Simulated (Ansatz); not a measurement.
# Hg2S: the cost of one run

Program: Ansatz 0.2.0. Level of theory: DFT r2SCAN, scalar-relativistic, plane waves, PAW. These are calculated values, not measurements.

## 1. Starting point

The structure is hexagonal, space group P6/mmm (No. 191). The conventional cell has a = 4.148 Å, b = 4.148 Å, c = 4.479 Å, α = 90.00°, β = 90.00°, γ = 120.00°. Hg (site symmetry -6m2) has 3 Hg at 2.40 Å and 6 S at 3.28 Å as nearest neighbours. Around S (site symmetry 6/mmm) lie 12 Hg at 3.28 Å.

Structure file:

```
Hg S
1.0
     4.14827    0.00000    0.00000
    -2.07413    3.59250    0.00000
     0.00000    0.00000    4.47903
Hg S
2 1
Direct
  0.33333 0.66667 0.50000
  0.66667 0.33333 0.50000
  0.00000 0.00000 0.00000
```

(A quick probe on a coarse mesh, which set the mesh and smearing, is not shown.)

## 3. Coarse relaxation

input.yaml

```yaml
crystal:
  lattice:
    - [4.1482667696, 0.0, 0.0]
    - [-2.0741333848, 3.5925044042, 0.0]
    - [0.0, 0.0, 4.4790255818]
  atoms:
    - { symbol: Hg, position: [0.3333333333, 0.6666666667, 0.5] }
    - { symbol: Hg, position: [0.6666666667, 0.3333333333, 0.5] }
    - { symbol: S, position: [0.0, 0.0, 0.0] }
basis:
  ecutwfc: 500
kpoints:
  mp_grid: { grid: [6, 6, 4] }
hamiltonian:
  xc: r2scan
scf:
  occupations: { method: gaussian, width: 0.1 }
  lower_state_search: "off"
output:
  forces: true
  stress: true
  eigenvalues: true
relax:
  adjacent_minimum: "off"
  f_tol: 0.04
  max_steps: 70
  cell: { stress_tol: 0.4 }
```

Started as:

```console
$ ansatz run input.yaml --threads 1 --pin off --max-ram 2560MiB --backend cpu --events-out ev --progress --plain --runs-dir out
```

**Question.** How long does this run take on 1 thread of Arm Neoverse V1, shared host, and how much memory does it need?

About 58 s, with a peak of 0.52 GiB.
